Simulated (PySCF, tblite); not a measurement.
# CH11BrOSi5: geometry, infrared bands and NMR shifts

Aim: predict the infrared bands and NMR shifts of CH11BrOSi5 (`[SiH3]O[SiH2][Si]1(Br)[SiH2]C[SiH2]1`).

Computed with tblite 0.8.0 and PySCF 2.14.0, with density-fitted response routines of our own, on a single molecule in the gas phase. Atoms are numbered from 0 throughout.

### 1 Starting geometry

19 atoms, charge 0, multiplicity 1; geometry from: force field or distance geometry start.

Bonds of the start (Å): Si0–O1 1.74, O1–Si2 1.71, Si2–Si3 2.21, Si3–Br4 2.25, Si3–Si5 2.22, Si5–C6 1.87, C6–Si7 1.89, Si7–Si3 2.21, Si0–H8 1.47, Si0–H9 1.46, Si0–H10 1.47, Si2–H11 1.47, Si2–H12 1.47, Si5–H13 1.47, Si5–H14 1.46, C6–H15 1.11, C6–H16 1.11, Si7–H17 1.45, Si7–H18 1.46.

### 2 Geometry optimisation with GFN2-xTB

Job settings and geometry (Å):

```
{"job": {"kind": "relax", "xc": "GFN2-xTB", "basis": "xTB"}, "charge": 0, "multiplicity": 1}
Si     3.582300     0.874500    -0.478200
O      2.005400     0.433500    -1.067300
Si     1.517100    -0.946900    -0.178900
Si    -0.592700    -0.892100     0.468900
Br    -1.225800    -2.439600     1.976800
Si    -2.146000    -0.710100    -1.106900
C     -3.159600     0.251800     0.142400
Si    -1.550100     1.094300     0.651200
H      3.509300     1.974400     0.499300
H      4.431200     1.350900    -1.568500
H      4.279500    -0.278100     0.118000
H      1.748900    -2.129200    -1.015800
H      2.358400    -1.052600     1.018900
H     -2.759500    -1.984200    -1.494500
H     -1.727500     0.151300    -2.212100
H     -3.877100     0.935800    -0.353700
H     -3.606200    -0.357700     0.953600
H     -1.642600     1.641400     1.995900
H     -1.154900     2.091700    -0.341300
```

Run with:

```sh
$ OMP_NUM_THREADS=1 python probes_run.py task.json out
```

The driver reads the jobs from task.json and runs them one after another.

**Question.** This job is followed by: GFN2-xTB harmonic vibrations, gas phase; GIAO PBE0/pcSseg-1 NMR shielding, non-relativistic, gas phase. Predict these results of the whole session: strongest single infrared mode (GFN2-xTB); zero-point energy (GFN2-xTB); ¹³C shifts against TMS (PBE0/pcSseg-1); ¹H shifts against TMS (PBE0/pcSseg-1, means over atoms taken as alike); ²⁹Si shifts against TMS (PBE0/pcSseg-1, means over atoms taken as alike); ¹⁷O shifts against H2O (PBE0/pcSseg-1); ⁷⁹Br shifts against HBr (PBE0/pcSseg-1).

The runs gave:

| quantity | value |
| --- | --- |
| strongest single infrared mode (GFN2-xTB) | 697 cm⁻¹, 833 km/mol |
| zero-point energy (GFN2-xTB) | 66.0 kcal/mol |
| ¹³C shifts against TMS (PBE0/pcSseg-1) | -6.8 ppm |
| ¹H shifts against TMS (PBE0/pcSseg-1, means over atoms taken as alike) | 5.59, 5.10, 5.00, 5.00, 0.86, 0.75 ppm |
| ²⁹Si shifts against TMS (PBE0/pcSseg-1, means over atoms taken as alike) | 16.2, -26.0, -36.4, -39.7 ppm |
| ¹⁷O shifts against H2O (PBE0/pcSseg-1) | -7.0 ppm |
| ⁷⁹Br shifts against HBr (PBE0/pcSseg-1) | -145 ppm |

What this shows: The optimisation took 158 steps and gained 2.252 eV; among the close pairs (by a distance rule), Si3–Si7 changed most, from 2.213 to 2.383 Å. The lowest mode is imaginary (30i cm⁻¹), so the xTB geometry is not a minimum. The strongest single mode, at 697 cm⁻¹, is spread over many atoms; the largest shares are those of H12, H11. GFN2-xTB is a fitted tight-binding method: band positions and strengths are rough. Its intensities can rank the bands wrongly. At PBE0/pcSseg-1: The largest span, 314 ppm, is at Br4, where the paramagnetic term is -357 ppm. Spin-orbit coupling is left out, which matters for shieldings and couplings at and beside the heavy atoms.
